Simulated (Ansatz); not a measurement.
# C3H12OSi2: rotation by 120° about the Si5–C6 bond, part 2 of 2

Wanted: the energy profile along the rotation by 120° about the Si5–C6 bond, from relaxed end points and a band of images. SMILES of the start: COC[SiH2][SiH2]C.

Ansatz 0.2.0; RKS PBE0-D4/6-31G*.

## (6) What the band shows

Images 0 and 8 are the ends. Energies count from image 0; the path length is the program's own measure over all atoms.

| image | path (Å) | energy (eV) | dihedral Si4–Si5–C6–H16 (°) | band force (eV/Å) |
| --- | --- | --- | --- | --- |
| 0 | 0.000 | 0.0000 | 64 | - |
| 1 | 0.453 | 0.0088 | 79 | 0.020 |
| 2 | 0.906 | 0.0322 | 94 | 0.015 |
| 3 | 1.359 | 0.0567 | 109 | 0.017 |
| 4* | 1.812 | 0.0670 | 124 | 0.016 |
| 5 | 2.274 | 0.0568 | 140 | 0.029 |
| 6 | 2.736 | 0.0326 | 155 | 0.027 |
| 7 | 3.198 | 0.0095 | 170 | 0.016 |
| 8 | 3.660 | 0.0000 | -176 | - |

The star marks the climbing image.

image, energy (eV) and a bar:
```
        0      0.000 
        1      0.009 ####
        2      0.032 ##############
        3      0.057 #########################
        4      0.067 ##############################
        5      0.057 #########################
        6      0.033 ###############
        7      0.009 ####
        8      0.000
```

How the highest energy settled:

| iteration | highest image above image 0 (eV) | largest band force (eV/Å) |
| --- | --- | --- |
| 1 | 0.0957 | 0.463 |
| 2 | 0.0694 | 0.202 |
| 3 | 0.0675 | 0.037 |
| 4 | 0.0670 | 0.029 |

Positions of all images (Å):

```xyz
18
image=0 dE=0.0000
C     1.549   -1.037    1.915
O     0.912   -0.283    0.917
C     1.530   -0.433   -0.346
Si    0.548    0.631   -1.586
Si   -1.729    0.247   -1.223
C    -2.291    0.964    0.427
H     2.598   -0.727    2.047
H     1.533   -2.113    1.680
H     1.007   -0.867    2.849
H     1.517   -1.491   -0.663
H     2.590   -0.127   -0.304
H     0.978    0.249   -2.966
H     0.894    2.071   -1.389
H    -1.954   -1.232   -1.253
H    -2.527    0.828   -2.348
H    -2.195    2.055    0.430
H    -3.336    0.711    0.636
H    -1.662    0.566    1.229
18
image=1 dE=0.0088
C     1.481   -1.117    1.912
O     0.893   -0.318    0.920
C     1.519   -0.477   -0.337
Si    0.594    0.642   -1.573
Si   -1.695    0.317   -1.229
C    -2.261    1.044    0.417
H     2.541   -0.859    2.064
H     1.418   -2.187    1.658
H     0.934   -0.939    2.842
H     1.466   -1.528   -0.670
H     2.590   -0.216   -0.279
H     1.025    0.265   -2.954
H     0.992    2.065   -1.353
H    -1.941   -1.158   -1.262
H    -2.477    0.906   -2.360
H    -2.381    2.129    0.342
H    -3.220    0.617    0.727
H    -1.514    0.828    1.187
18
image=2 dE=0.0322
C     1.409   -1.189    1.912
O     0.867   -0.358    0.918
C     1.509   -0.526   -0.330
Si    0.640    0.640   -1.564
Si   -1.661    0.392   -1.240
C    -2.225    1.116    0.413
H     2.475   -0.970    2.084
H     1.313   -2.253    1.644
H     0.853   -1.001    2.834
H     1.423   -1.571   -0.675
H     2.587   -0.304   -0.252
H     1.070    0.262   -2.945
H     1.088    2.044   -1.323
H    -1.955   -1.073   -1.301
H    -2.410    1.020   -2.372
H    -2.564    2.150    0.291
H    -3.054    0.534    0.827
H    -1.402    1.097    1.132
18
image=3 dE=0.0567
C     1.339   -1.254    1.914
O     0.840   -0.400    0.919
C     1.497   -0.577   -0.320
Si    0.684    0.629   -1.552
Si   -1.628    0.467   -1.256
C    -2.190    1.184    0.404
H     2.408   -1.069    2.105
H     1.216   -2.313    1.636
H     0.774   -1.057    2.829
H     1.384   -1.615   -0.677
H     2.580   -0.390   -0.221
H     1.116    0.252   -2.933
H     1.176    2.015   -1.290
H    -1.984   -0.981   -1.356
H    -2.329    1.149   -2.388
H    -2.736    2.122    0.263
H    -2.853    0.481    0.918
H    -1.332    1.370    1.056
18
image=4 dE=0.0670
C     1.269   -1.316    1.919
O     0.810   -0.441    0.923
C     1.483   -0.628   -0.305
Si    0.727    0.613   -1.537
Si   -1.594    0.541   -1.276
C    -2.154    1.248    0.390
H     2.340   -1.163    2.129
H     1.121   -2.369    1.632
H     0.695   -1.110    2.826
H     1.346   -1.659   -0.675
H     2.569   -0.474   -0.187
H     1.163    0.238   -2.917
H     1.256    1.981   -1.254
H    -2.018   -0.885   -1.416
H    -2.239    1.281   -2.405
H    -2.882    2.053    0.252
H    -2.623    0.464    0.993
H    -1.306    1.636    0.960
18
image=5 dE=0.0568
C     1.202   -1.379    1.927
O     0.780   -0.484    0.932
C     1.465   -0.678   -0.288
Si    0.766    0.598   -1.517
Si   -1.560    0.614   -1.299
C    -2.120    1.312    0.369
H     2.273   -1.256    2.152
H     1.029   -2.425    1.629
H     0.621   -1.164    2.828
H     1.304   -1.702   -0.670
H     2.554   -0.557   -0.152
H     1.211    0.225   -2.895
H     1.333    1.946   -1.212
H    -2.051   -0.787   -1.474
H    -2.144    1.408   -2.424
H    -3.003    1.949    0.253
H    -2.371    0.494    1.050
H    -1.327    1.898    0.842
18
image=6 dE=0.0326
C     1.132   -1.443    1.934
O     0.747   -0.527    0.944
C     1.443   -0.727   -0.270
Si    0.804    0.586   -1.493
Si   -1.523    0.685   -1.321
C    -2.083    1.379    0.345
H     2.203   -1.353    2.173
H     0.933   -2.481    1.623
H     0.547   -1.221    2.830
H     1.256   -1.740   -0.667
H     2.533   -0.642   -0.118
H     1.260    0.215   -2.868
H     1.411    1.911   -1.163
H    -2.071   -0.692   -1.522
H    -2.053    1.521   -2.442
H    -3.080    1.825    0.271
H    -2.108    0.577    1.088
H    -1.388    2.141    0.709
18
image=7 dE=0.0095
C     1.057   -1.510    1.937
O     0.715   -0.567    0.957
C     1.416   -0.772   -0.253
Si    0.844    0.580   -1.467
Si   -1.483    0.752   -1.341
C    -2.041    1.450    0.320
H     2.128   -1.459    2.189
H     0.828   -2.536    1.608
H     0.470   -1.282    2.830
H     1.198   -1.772   -0.667
H     2.507   -0.728   -0.087
H     1.312    0.209   -2.838
H     1.491    1.878   -1.109
H    -2.067   -0.608   -1.553
H    -1.974    1.611   -2.462
H    -3.108    1.692    0.309
H    -1.847    0.716    1.107
H    -1.483    2.359    0.569
18
image=8 dE=0.0000
C     1.261   -1.323    1.950
O     0.802   -0.448    0.953
C     1.468   -0.643   -0.279
Si    0.731    0.600   -1.522
Si   -1.595    0.544   -1.306
C    -2.149    1.275    0.342
H     2.333   -1.174    2.156
H     1.107   -2.376    1.665
H     0.691   -1.112    2.858
H     1.321   -1.675   -0.644
H     2.557   -0.499   -0.164
H     1.185    0.212   -2.893
H     1.270    1.965   -1.242
H    -2.032   -0.882   -1.416
H    -2.228    1.279   -2.446
H    -3.231    1.178    0.478
H    -1.639    0.754    1.159
H    -1.889    2.337    0.403
```

## (7) Frequencies at the highest image

The geometry is the highest inner image of the first converged band.

Input file input.yaml:

```yaml
crystal:
  periodic: [false, false, false]
  atoms:
    - { symbol: C, position_ang: [1.269226, -1.316107, 1.919387] }
    - { symbol: O, position_ang: [0.80965, -0.44146, 0.923081] }
    - { symbol: C, position_ang: [1.482907, -0.627554, -0.30545] }
    - { symbol: Si, position_ang: [0.72654, 0.613445, -1.537497] }
    - { symbol: Si, position_ang: [-1.594046, 0.541461, -1.276254] }
    - { symbol: C, position_ang: [-2.154359, 1.247782, 0.390499] }
    - { symbol: H, position_ang: [2.339748, -1.162666, 2.1289] }
    - { symbol: H, position_ang: [1.120999, -2.369136, 1.631815] }
    - { symbol: H, position_ang: [0.695181, -1.109675, 2.826461] }
    - { symbol: H, position_ang: [1.346076, -1.659253, -0.674565] }
    - { symbol: H, position_ang: [2.569352, -0.473821, -0.187279] }
    - { symbol: H, position_ang: [1.163084, 0.23849, -2.917368] }
    - { symbol: H, position_ang: [1.256309, 1.98116, -1.254393] }
    - { symbol: H, position_ang: [-2.017863, -0.885354, -1.416356] }
    - { symbol: H, position_ang: [-2.23894, 1.280811, -2.40512] }
    - { symbol: H, position_ang: [-2.882497, 2.052859, 0.252163] }
    - { symbol: H, position_ang: [-2.622692, 0.464206, 0.99339] }
    - { symbol: H, position_ang: [-1.305877, 1.63611, 0.960289] }
basis:
  gaussian: { orbitals: "6-31G*" }
hamiltonian:
  xc: pbe0
  dispersion: d4
phonons: {}
```

On the command line:

```sh
$ ansatz run input.yaml --threads 2 --pin off --max-ram 3072MiB --backend cpu --events-out ev --progress --plain --runs-dir out
```

Output (excerpt; [...] marks lines left out):

```text
Warning: RAYON_NUM_THREADS=2 ignored (pool sized by the plan → 2); use --threads N
[...]
Functional definition: PBE0
[...]
1391 factors; integrals over basis functions are off by at most 6.6e-4 eV
[...]
mean field -21094.70184807 eV, -775.2159944143 hartree, gradient 2.3e-5 eV, S^2 0.000000; 0 other end points of the search recorded, 0 dependent functions left out
[...]
reference -21094.70187688 eV, -775.2159954727 hartree; 33, 33 occupied and 89, 89 virtual orbitals, 1391 factors
[...]
1391 factors; integrals over basis functions are off by at most 6.6e-4 eV
mean field -21094.70169365 eV, -775.2159887391 hartree, gradient 2.9e-6 eV, S^2 0.000000; 0 other end points of the search recorded, 0 dependent functions left out
[...]
reference -21094.70172244 eV, -775.2159897974 hartree; 33, 33 occupied and 89, 89 virtual orbitals, 1391 factors
[...]
1391 factors; integrals over basis functions are off by at most 6.6e-4 eV
[...]
WARN: phonons: modes at or below zero, which the zero-point energy, F, S and C_V leave out: 1, the lowest at -163.83 cm⁻¹. A minimum has none, and a first-order saddle one
[...]
Atom 7 at     1.120999    -2.369136     1.631815 Å, force    -0.002597     0.002510    -0.001359 eV/Å
Atom 8 at     0.695181    -1.109675     2.826461 Å, force    -0.001397     0.000921    -0.000120 eV/Å
Atom 9 at     1.346076    -1.659253    -0.674565 Å, force    -0.001112    -0.000097     0.004389 eV/Å
Atom 10 at     2.569352    -0.473821    -0.187279 Å, force    -0.002195     0.001653     0.001985 eV/Å
Atom 11 at     1.163084     0.238490    -2.917368 Å, force    -0.001297    -0.001687     0.000546 eV/Å
Atom 12 at     1.256309     1.981160    -1.254393 Å, force     0.004173     0.001465    -0.000052 eV/Å
Atom 13 at    -2.017863    -0.885354    -1.416356 Å, force    -0.007325    -0.002857     0.001422 eV/Å
Atom 14 at    -2.238940     1.280811    -2.405120 Å, force    -0.004303     0.006297     0.002623 eV/Å
Atom 15 at    -2.882497     2.052859     0.252163 Å, force     0.011074     0.003584     0.005570 eV/Å
Atom 16 at    -2.622692     0.464206     0.993390 Å, force    -0.002268    -0.004818    -0.000503 eV/Å
Atom 17 at    -1.305877     1.636110     0.960289 Å, force    -0.004631     0.008914    -0.003177 eV/Å
Dipole moment:     0.170356    -0.196486     0.245382 e Å
[...]
```

It took 6.7 min on 2 threads of Arm Neoverse V1, shared host; peak memory 0.33 GiB.

Of 48 modes, 1 is imaginary by more than 30 cm⁻¹ (164i cm⁻¹).

## (8) Results

The summary covers parts 1 to 2.

```
                    quantity                     value
                       end A  10 moves, 0.566 eV lower
                       end B  12 moves, 0.563 eV lower
            barrier forwards                  0.067 eV
           barrier backwards                  0.067 eV
second end relative to first                  0.000 eV
               highest image     4 of 0 to 8, climbing
             band iterations                         4
  imaginary modes at the top                 164i cm⁻¹
```

What this shows: Along this path the system climbs 0.067 eV from the first end (2.6 kT at 300 K). The two ends lie within 1 meV of each other. The listed dihedral goes from 64° at end A through 124° at the highest image to -176° at end B. One imaginary mode, as a first-order saddle point has. Zero-point energy and entropy are left out.
